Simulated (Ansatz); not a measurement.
# ZrC: the cost of one run

Computed with Ansatz 0.2.0 (DFT PBEsol, scalar-relativistic, unless a step's input says otherwise).

### 1 The system as given

The structure is cubic, space group Fm-3m (No. 225). The conventional cell has a = 4.700 Å, b = 4.700 Å, c = 4.700 Å, α = 90.00°, β = 90.00°, γ = 90.00°. Around Zr (site symmetry m-3m) lie 6 C at 2.35 Å. C (site symmetry m-3m) has 6 Zr at 2.35 Å as nearest neighbours.

Structure file:

```
Zr C
1.0
     0.00000    2.35021    2.35021
     2.35021    0.00000    2.35021
     2.35021    2.35021    0.00000
Zr C
1 1
Direct
  0.50000 0.50000 0.50000
  0.00000 0.00000 0.00000
```

Atoms are numbered in the order of the input: Zr1, C2.

### 2 The deformed structure

Space group Fm-3m before, I4/mmm after.

### 3 LAPW, all electrons

The input, input.yaml:

```yaml
crystal:
  lattice:
    - [0.0, 2.2797037, 2.35021]
    - [2.2797037, 0.0, 2.35021]
    - [2.2797037, 2.2797037, 0.0]
  atoms:
    - { symbol: Zr, position: [0.5, 0.5, 0.5] }
    - { symbol: C, position: [0.0, 0.0, 0.0] }
kpoints:
  mp_grid: { grid: [15, 15, 15] }
  band_path:
    path:
      - [0.0, 0.0, 0.0]
      - [0.0, 0.5, 0.5]
      - [0.25, 0.75, 0.5]
      - [0.0, 0.5, 0.0]
      - [0.0, 0.0, 0.0]
      - [0.5, 0.5, 0.0]
      - [0.3676125, 0.6323875, 0.0]
      - [-0.3676125, 0.3676125, 0.0]
      - [0.0, 0.0, 0.0]
    npoints: 5
scf:
  occupations: { method: fermi_dirac, width: 0.05 }
hamiltonian:
  xc: pbesol
  pseudopotentials: { kind: all_electron, lapw: { basis_error: 0.00025 } }
output:
  forces: true
  stress: true
  eigenvalues: true
```

The run is started by

```
$ ansatz run input.yaml --threads 1 --pin off --max-ram 3072MiB --backend cpu --events-out ev --progress --plain --runs-dir out
```

What time and memory should one allow on 1 thread of Arm Neoverse V1, shared host?

About 58 s, with a peak of 0.76 GiB.
